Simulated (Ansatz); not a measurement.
# C3H11AlO: a ladder of functionals and wavefunction methods

One table from this session's results is given with a row withheld; the runs are named, their logs left out.

Method: functionals in def2-TZVPP, the program's frozen cores in correlated methods; program: Ansatz 0.2.0, Gaussian basis.

Plan: LDA (SPW92), PBE-D4, revPBE-D4, BLYP-D4, r2SCAN-D4, B97M-V, PBE0-D4, B3LYP-D4, r2SCANh-D4, r2SCAN0-D4, HSE06-D4, BHLYP-D4, CAM-B3LYP-D4, LC-ωPBE, ωB97X-V, ωB97M-V, B2PLYP, PBE-QIDH; CCSD(T)/def2-SVP; CCSD(T)/def2-TZVPP; MP2/def2-QZVPP; extrapolation to the limit; RPA on PBE.

## The relaxed structure

An earlier PBE0-D4 in a triple-zeta def2 set relaxation fixed the geometry.

SMILES `[CH3][Al-]([CH3])([CH3])[OH2+]`, 16 atoms, charge 0, spin multiplicity 1.

Atoms are counted from 1 here; the program's logs count them from 0.

Bond lengths: C1–Al2 1.979 Å, C1–H6 1.097 Å, C1–H7 1.096 Å, C1–H8 1.097 Å, Al2–C3 1.979 Å, Al2–C4 1.967 Å, Al2–O5 2.056 Å, C3–H9 1.097 Å, C3–H10 1.097 Å, C3–H11 1.096 Å, C4–H12 1.095 Å, C4–H13 1.096 Å, C4–H14 1.095 Å, O5–H15 0.964 Å, O5–H16 0.964 Å. Angles: Al2–C1–H6 113.5°, Al2–C1–H7 110.6°, Al2–C1–H8 113.0°, H6–C1–H7 106.0°, H6–C1–H8 107.6°, H7–C1–H8 105.7°, C1–Al2–C3 117.7°, C1–Al2–C4 118.0°, C1–Al2–O5 96.4°, C3–Al2–C4 118.0°, C3–Al2–O5 96.3°, C4–Al2–O5 102.6°, Al2–C3–H9 113.0°, Al2–C3–H10 113.5°, Al2–C3–H11 110.6°, H9–C3–H10 107.6°, H9–C3–H11 105.7°, H10–C3–H11 106.0° and more.

The first run:

File in.yaml:

```yaml
crystal:
  periodic: [false, false, false]
  atoms:
    - {symbol: C, position_ang: [-0.625974, 0.726214, -1.711968]}
    - {symbol: Al, position_ang: [0.085110, -0.142633, -0.082251]}
    - {symbol: C, position_ang: [1.692355, 0.650692, 0.756722]}
    - {symbol: C, position_ang: [-0.214923, -2.073503, 0.139271]}
    - {symbol: O, position_ang: [-1.276772, 0.673984, 1.223674]}
    - {symbol: H, position_ang: [-0.575030, 1.821124, -1.680880]}
    - {symbol: H, position_ang: [-0.049438, 0.422091, -2.593086]}
    - {symbol: H, position_ang: [-1.665248, 0.448760, -1.926771]}
    - {symbol: H, position_ang: [1.834148, 0.332171, 1.796717]}
    - {symbol: H, position_ang: [1.696619, 1.747160, 0.742459]}
    - {symbol: H, position_ang: [2.598190, 0.338631, 0.224443]}
    - {symbol: H, position_ang: [-0.023889, -2.410532, 1.163568]}
    - {symbol: H, position_ang: [0.449292, -2.654777, -0.510522]}
    - {symbol: H, position_ang: [-1.238279, -2.368282, -0.116043]}
    - {symbol: H, position_ang: [-0.820296, 1.221008, 1.872730]}
    - {symbol: H, position_ang: [-1.888766, 1.245192, 0.746136]}
basis:
  gaussian: {orbitals: def2-TZVPP}
hamiltonian: {xc: lda}
output: {orbitals: {seedname: orbitals}}
```

Run with:

```
$ ansatz run in.yaml --threads 8 --pin off --events-out ev --progress --plain --max-ram 18278MiB
```

Steps of the session up to this table: LDA; PBE-D4 (GGA); revPBE-D4 (GGA); BLYP-D4 (GGA); r2SCAN-D4 (meta-GGA); B97M-V (meta-GGA); PBE0-D4 (hybrid); B3LYP-D4 (hybrid); r2SCANh-D4 (hybrid); r2SCAN0-D4 (hybrid); HSE06-D4 (hybrid); BHLYP-D4 (hybrid); CAM-B3LYP-D4 (range-separated); LC-ωPBE (range-separated); ωB97X-V (range-separated); ωB97M-V (range-separated); B2PLYP (double hybrid); PBE-QIDH (double hybrid).

One table of the session follows, with a row left open; its other results are not shown here.

| functional | HOMO (eV) | gap (eV) |
| --- | --- | --- |
| LDA (SPW92) | -5.73 | 4.39 |
| PBE-D4 | -5.61 | 4.39 |
| revPBE-D4 | ? | ? |
| BLYP-D4 | -5.50 | 4.21 |
| r2SCAN-D4 | -5.87 | 5.33 |
| B97M-V | -5.95 | 4.96 |
| PBE0-D4 | -6.89 | 6.56 |
| B3LYP-D4 | -6.68 | 5.94 |
| r2SCANh-D4 | -6.35 | 6.07 |
| r2SCAN0-D4 | -7.06 | 7.17 |
| HSE06-D4 | -6.49 | 5.78 |
| BHLYP-D4 | -8.09 | 8.36 |
| CAM-B3LYP-D4 | -8.28 | 8.69 |
| LC-ωPBE | -9.65 | 11.46 |
| ωB97X-V | -9.29 | 10.86 |
| ωB97M-V | -9.15 | 10.26 |

Q: Estimate the row for revPBE-D4 from the others.

The run gave: HOMO (eV): -5.56; gap (eV): 4.42. In the column «HOMO (eV)» it lies between PBE-D4 (-5.61) and BLYP-D4 (-5.50).
